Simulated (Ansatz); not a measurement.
# Cl3GeH3O: a nudged elastic band in two tries

Aim: a band of images between two relaxed ends for this system.

All numbers below are computed with Ansatz 0.2.0 (RKS B3LYP-D4/def2-SVP).

**1. The structure to begin with**

Bond lengths: Ge1–H2 1.522 Å, Ge1–Cl3 2.166 Å, Ge1–Cl4 2.169 Å, Ge1–Cl5 2.169 Å, O6–H7 0.969 Å, O6–H8 0.969 Å. Angles: H2–Ge1–Cl3 108.2°, H2–Ge1–Cl4 114.5°, H2–Ge1–Cl5 114.4°, Cl3–Ge1–Cl4 105.1°, Cl3–Ge1–Cl5 105.0°, Cl4–Ge1–Cl5 108.8°, H7–O6–H8 103.8°.

Coordinates:

```xyz
8

Ge    0.3120    0.0168   -0.0331
H     0.5006    0.2912    1.4516
Cl    2.2502    0.1301   -0.9944
Cl   -0.9166    1.4748   -1.0668
Cl   -0.4279   -1.9706   -0.4902
O    -2.1470   -0.0934    1.4131
H    -2.6357    0.4999    0.8238
H    -2.4009   -0.9786    1.1132
```

**2. First try**

Contents of input.yaml:

```yaml
crystal:
  periodic: [false, false, false]
  atoms:
    - { symbol: Ge, position_ang: [0.311977, 0.016822, -0.03306] }
    - { symbol: H, position_ang: [0.500621, 0.291203, 1.451643] }
    - { symbol: Cl, position_ang: [2.250188, 0.130081, -0.99443] }
    - { symbol: Cl, position_ang: [-0.916599, 1.47485, -1.066782] }
    - { symbol: Cl, position_ang: [-0.427877, -1.970582, -0.490249] }
    - { symbol: O, position_ang: [-2.147009, -0.093395, 1.413105] }
    - { symbol: H, position_ang: [-2.635665, 0.499944, 0.823798] }
    - { symbol: H, position_ang: [-2.400936, -0.978623, 1.113173] }
magnetization:
  spin_polarized: true
  initial_magnetization: 1
basis:
  gaussian: { orbitals: def2-SVP }
hamiltonian:
  xc: b3lyp
  dispersion: d4
neb:
  order_check: false
  images: 5
  f_tol: 0.03
  max_iterations: 8
  final_atoms:
    - { symbol: Ge, position_ang: [-0.25797527, -0.38580581, -0.83516406] }
    - { symbol: H, position_ang: [-1.24212888, 1.20876682, 3.31655983] }
    - { symbol: Cl, position_ang: [1.83251691, -0.47515649, -0.41825458] }
    - { symbol: Cl, position_ang: [-0.80138587, 1.5569065, -1.57654603] }
    - { symbol: Cl, position_ang: [-0.78667109, -1.85064541, -2.31736064] }
    - { symbol: O, position_ang: [-1.07033414, -0.72495093, 0.6915522] }
    - { symbol: H, position_ang: [-2.03653041, -0.69726033, 0.62227582] }
    - { symbol: H, position_ang: [-1.10279125, 0.73844564, 2.73413545] }
  initial_path:
    images:
      - { positions_ang: [[0.311977, 0.016822, -0.03306], [0.500621, 0.291203, 1.451643], [2.250188, 0.130081, -0.99443], [-0.916599, 1.47485, -1.066782], [-0.427877, -1.970582, -0.490249], [-2.147009, -0.093395, 1.413105], [-2.635665, 0.499944, 0.823798], [-2.400936, -0.978623, 1.113173]] }
      - { positions_ang: [[0.20477813, 0.00764583, -0.03045024], [0.35075165, 0.22073174, 1.59164338], [2.18652273, 0.07405374, -0.93981167], [-0.97369168, 1.56975253, -0.98310074], [-0.64146885, -1.93348955, -0.54140092], [-2.08206019, -0.05794621, 1.1719061], [-2.59440012, 0.11819382, 0.60468589], [-1.91573167, -0.6286419, 1.34372619]] }
      - { positions_ang: [[0.09757926, -0.00153033, -0.02784047], [0.20088231, 0.15026048, 1.73164376], [2.12285747, 0.01802647, -0.88519334], [-1.03078436, 1.66465505, -0.89941947], [-0.8550607, -1.89639711, -0.59255285], [-2.01711138, -0.02249741, 0.93070719], [-2.55313525, -0.26355635, 0.38557379], [-1.43052735, -0.2786608, 1.57427938]] }
      - { positions_ang: [[-0.00961961, -0.0107065, -0.02523071], [0.05101296, 0.07978922, 1.87164415], [2.0591922, -0.03800079, -0.83057501], [-1.08787704, 1.75955758, -0.81573821], [-1.06865255, -1.85930466, -0.64370477], [-1.95216256, 0.01295138, 0.68950829], [-2.51187037, -0.64530653, 0.16646168], [-0.94532302, 0.07132029, 1.80483258]] }
      - { positions_ang: [[-0.09240483, -0.1357396, -0.29520849], [-0.38003432, 0.45611509, 2.35328271], [1.98363377, -0.18371936, -0.69313487], [-0.99237998, 1.69200722, -1.06934081], [-0.97465873, -1.85641824, -1.20159006], [-1.65821976, -0.23301605, 0.69018959], [-2.35342372, -0.66262446, 0.31839973], [-0.99781243, 0.29369541, 2.1146002]] }
      - { positions_ang: [[-0.17519005, -0.2607727, -0.56518628], [-0.8110816, 0.83244096, 2.83492127], [1.90807534, -0.32943793, -0.55569473], [-0.89688292, 1.62445686, -1.32294342], [-0.88066491, -1.85353182, -1.75947535], [-1.36427695, -0.47898349, 0.6908709], [-2.19497707, -0.6799424, 0.47033778], [-1.05030184, 0.51607052, 2.42436783]] }
      - { positions_ang: [[-0.25797527, -0.38580581, -0.83516406], [-1.24212888, 1.20876682, 3.31655983], [1.83251691, -0.47515649, -0.41825458], [-0.80138587, 1.5569065, -1.57654603], [-0.78667109, -1.85064541, -2.31736064], [-1.07033414, -0.72495093, 0.6915522], [-2.03653041, -0.69726033, 0.62227582], [-1.10279125, 0.73844564, 2.73413545]] }
```

The run is started by

```console
ansatz run input.yaml --threads 4 --pin off --max-ram 5120MiB --backend cpu --events-out ev --progress --plain --runs-dir out
```

Before running it: what results should come out? Wanted: first try.

**Answer**, as computed:

| quantity | value |
| --- | --- |
| first try | refused |
| cause | the number of unpaired electrons doesn't fit the number of electrons: even goes with even, odd with odd |

In words: The fault in the first input was caught at the input check and cost nothing.
